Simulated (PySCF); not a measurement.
# Ga2H6S2 ((H2Ga-mu-SH)2): the cost of one run

Computed with PySCF 2.14.0 and routines of our own; the level stands in each step. Atoms count from 0.

### 1 The system as given

10 atoms, charge 0, multiplicity 1; geometry from: GFN2-xTB.

### 2 Magnetic properties: GIAO PBE0/def2-SVP

What the job is given:

```
{"job": {"kind": "mag", "xc": "PBE0", "basis": "def2-SVP"}, "charge": 0, "multiplicity": 1}
Ga     1.292330    -0.246930     0.936360
H      2.451710     0.733700     1.208120
H      1.213700    -1.669110     1.559170
S      0.992690    -0.497440    -1.436700
Ga    -1.003150     0.772200    -1.001590
H     -2.211030    -0.149040    -1.330950
H     -0.843220     2.195790    -1.575290
S     -0.802430     0.842510     1.393900
H      0.374560    -1.677420    -1.326190
H     -1.465150    -0.304270     1.573160
```

Level: GIAO PBE0/def2-SVP magnetisability, rotational g tensor and spin-rotation constants, non-relativistic, gas phase.

Started as:

```bash
$ OMP_NUM_THREADS=1 python excited_run.py task.json out
```

This one command runs all jobs of the session in turn.

**Question.** How long does this first job take on 1 thread of AMD EPYC, shared host, and how much memory does it need?

About 44 s, with a peak of 0.71 GiB.
